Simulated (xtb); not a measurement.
# GFN2-xTB run of C3H5AlF2 (SMILES C=C[CH2][Al]([F])[F])

What is the energy change on altering one bond length of C3H5AlF2 at GFN2-xTB? 

The results are computed with xtb 6.7.1.

12 further runs of the same task are left out: 12 set aside as unsound or not needed.

## (1) The molecule

The species is C3H5AlF2 (11 atoms), meant as a singlet with charge 0. SMILES: `C=C[CH2][Al]([F])[F]`. The shape is that of a PBE0-D4/def2-TZVP optimisation. This is one conformer, not always the lowest.

Bond lengths: C1–C2 1.343 Å, C2–C3 1.492 Å, C3–Al4 1.937 Å, Al4–F5 1.645 Å, Al4–F6 1.646 Å, C1–H7 1.082 Å, C1–H8 1.087 Å, C2–H9 1.088 Å, C3–H10 1.085 Å, C3–H11 1.091 Å. Some angles: C1–C2–C3 125.0°, C2–C3–Al4 84.0°, C3–Al4–F5 122.1°, C3–Al4–F6 120.2°, F5–Al4–F6 117.7°, C1–C2–H9 117.8°, C3–C2–H9 116.5°, C2–C1–H7 121.1°, C2–C1–H8 121.8°, C2–C3–H10 113.8°.

## (2) Energy and forces at GFN2-xTB

struc.tmol

```
$coord
     -1.831522559987     -0.658002636595     -2.050730790444  c
     -0.389094609060     -1.719083855572     -0.251333574575  c
      0.092029662269     -0.611515373929      2.295828268808  c
      1.804499476405      2.016715720201      0.409125705981  al
      4.699370926719      1.660124400484     -0.664805650643  f
      0.410070569044      4.754361956946     -0.078045688947  f
     -1.929221400630     -1.455278088574     -3.931386229671  h
     -3.011656524816      0.980200940843     -1.668061250207  h
      0.749087435802     -3.350673391574     -0.773842848034  h
      1.137237181800     -1.849663930784      3.552307169072  h
     -1.607023096382      0.125099869450      3.199873246829  h
$end
```

The run is started by

```sh
$ xtb struc.tmol --gfn 2 --grad --chrg 0 --parallel 1 > xtb.out 2> xtb.err
```

The program printed:

```text
* xtb version 6.7.1
[...]
          :  # basis functions                  35          :
[...]
          :  # electrons                        34          :
[...]
          :  Hamiltonian                  GFN2-xTB          :
[...]
          :  net charge                          0          :
          :  unpaired electrons                  0          :
[...]
   *** convergence criteria satisfied after 13 iterations ***
[...]
         ::                     SUMMARY                     ::
         :::::::::::::::::::::::::::::::::::::::::::::::::::::
         :: total energy             -19.620044230525 Eh    ::
         :: gradient norm              0.029633235072 Eh/a0 ::
         :: HOMO-LUMO gap              3.380412971984 eV    ::
         ::.................................................::
         :: SCC energy               -19.810960998486 Eh    ::
         :: -> isotropic ES            0.064454886937 Eh    ::
         :: -> anisotropic ES          0.002321413436 Eh    ::
         :: -> anisotropic XC          0.004642398065 Eh    ::
         :: -> dispersion             -0.005704617940 Eh    ::
         :: repulsion energy           0.190916767961 Eh    ::
         :: add. restraining           0.000000000000 Eh    ::
         :: total charge              -0.000000000000 e     ::
         :::::::::::::::::::::::::::::::::::::::::::::::::::::
[...]
        17        2.0000           -0.3883011             -10.5662 (HOMO)
        18                         -0.2640732              -7.1858 (LUMO)
[...]
     #   Z          covCN         q      C6AA      α(0)
     1   6 c        2.989    -0.112    30.839     9.109
     2   6 c        3.550    -0.009    21.734     6.815
     3   6 c        3.672    -0.162    23.908     7.008
     4  13 al       3.010     0.495    90.645    19.402
     5   9 f        0.672    -0.258    11.868     4.067
     6   9 f        0.672    -0.260    11.892     4.071
     7   1 h        0.925     0.045     2.387     2.416
     8   1 h        0.925     0.063     2.162     2.300
     9   1 h        0.925     0.054     2.275     2.359
    10   1 h        0.925     0.067     2.117     2.276
    11   1 h        0.925     0.077     2.008     2.216
[...]
molecular dipole:
                 x           y           z       tot (Debye)
 q only:       -0.515      -0.776       0.418
   full:       -0.610      -0.961       0.364       3.038
molecular quadrupole (traceless):
[...]
          | TOTAL ENERGY              -19.620044230525 Eh   |
          | GRADIENT NORM               0.029633235072 Eh/α |
          | HOMO-LUMO GAP               3.380412971984 eV   |
           -------------------------------------------------
[...]
```

Standard error:

```text
normal termination of xtb
```

Wall time 0.08 s (1 thread of Intel Xeon Platinum 8259CL at 2.50GHz (Skylake/Cascade Lake), shared host).

## (3) The distorted shape at the same level

struc.xyz

```xyz
11
C3H5AlF2
C     -1.19821    -0.17973    -1.37089
C     -0.20590    -0.90970    -0.13300
C      0.04870    -0.32360     1.21490
Al     0.95490     1.06720     0.21650
F      2.48680     0.87850    -0.35180
F      0.21700     2.51590    -0.04130
H     -1.24991    -0.60163    -2.36609
H     -1.82271     0.68717    -1.16839
H      0.39640    -1.77310    -0.40950
H      0.60180    -0.97880     1.87980
H     -0.85040     0.06620     1.69330
```

The run is started by

```sh
$ xtb --gfn 2 --grad -- struc.xyz > xtb.out
```

The program printed:

```text
* xtb version 6.7.1
[...]
          :  # basis functions                  35          :
[...]
          :  # electrons                        34          :
[...]
          :  Hamiltonian                  GFN2-xTB          :
[...]
          :  net charge                          0          :
          :  unpaired electrons                  0          :
[...]
   *** convergence criteria satisfied after 14 iterations ***
[...]
         ::                     SUMMARY                     ::
         :::::::::::::::::::::::::::::::::::::::::::::::::::::
         :: total energy             -19.529733565725 Eh    ::
         :: gradient norm              0.192887571331 Eh/a0 ::
         :: HOMO-LUMO gap              1.700345278756 eV    ::
         ::.................................................::
         :: SCC energy               -19.678259009952 Eh    ::
         :: -> isotropic ES            0.065307803341 Eh    ::
         :: -> anisotropic ES          0.002870601557 Eh    ::
         :: -> anisotropic XC          0.007526834045 Eh    ::
         :: -> dispersion             -0.005551081857 Eh    ::
         :: repulsion energy           0.148525444226 Eh    ::
         :: add. restraining           0.000000000000 Eh    ::
         :: total charge              -0.000000000000 e     ::
         :::::::::::::::::::::::::::::::::::::::::::::::::::::
[...]
        17        2.0000           -0.3603989              -9.8070 (HOMO)
        18                         -0.2979124              -8.1066 (LUMO)
[...]
     #   Z          covCN         q      C6AA      α(0)
     1   6 C        2.769    -0.127    31.228     9.152
     2   6 C        3.463    -0.032    23.440     7.284
     3   6 C        3.669    -0.140    23.475     6.946
     4  13 Al       2.880     0.484    90.904    19.432
     5   9 F        0.672    -0.259    11.881     4.069
     6   9 F        0.672    -0.260    11.888     4.070
     7   1 H        0.925     0.050     2.314     2.379
     8   1 H        0.925     0.063     2.160     2.298
     9   1 H        0.925     0.066     2.133     2.284
    10   1 H        0.925     0.072     2.065     2.247
    11   1 H        0.925     0.082     1.956     2.187
[...]
molecular dipole:
                 x           y           z       tot (Debye)
 q only:       -0.501      -0.823       0.509
   full:       -0.521      -0.968       0.570       3.147
molecular quadrupole (traceless):
[...]
          | TOTAL ENERGY              -19.529733565725 Eh   |
          | GRADIENT NORM               0.192887571331 Eh/α |
          | HOMO-LUMO GAP               1.700345278756 eV   |
           -------------------------------------------------
[...]
```

Standard error:

```text
normal termination of xtb
```

Wall time 0.051 s (1 thread of Intel Xeon Platinum 8259CL at 2.50GHz (Skylake/Cascade Lake), shared host).

## (4) What came out

At GFN2-xTB:

| quantity | value |
| --- | --- |
| first shape: total energy | -19.62004 Eh |
| first shape: dipole moment | 3.04 D |
| first shape: HOMO energy | -10.57 eV |
| first shape: LUMO energy | -7.19 eV |
| first shape: HOMO–LUMO gap | 3.38 eV |
| first shape: dispersion energy | -14.98 kJ/mol |
| first shape: largest force on an atom | 0.900 eV/Å |
| first shape: mean polarisability (D4 model) | 62.0 bohr³ |
| distorted shape: total energy | -19.52973 Eh |
| distorted shape: dipole moment | 3.15 D |
| distorted shape: HOMO energy | -9.81 eV |
| distorted shape: LUMO energy | -8.11 eV |
| distorted shape: HOMO–LUMO gap | 1.70 eV |
| distorted shape: dispersion energy | -14.57 kJ/mol |
| distorted shape: largest force on an atom | 6.926 eV/Å |
| distorted shape: mean polarisability (D4 model) | 62.3 bohr³ |
| energy change with the C1–C2 bond stretched from 1.343 to 1.746 Å | 2.457 eV |

What this shows: With the C1–C2 bond stretched from 1.343 to 1.746 Å the energy rises by 2.46 eV (57 kcal/mol). The first shape isn't relaxed at this level, so the change isn't measured from a minimum. The largest force (first shape) is 0.90 eV/Å: the shape isn't a stationary point for this species at this level.
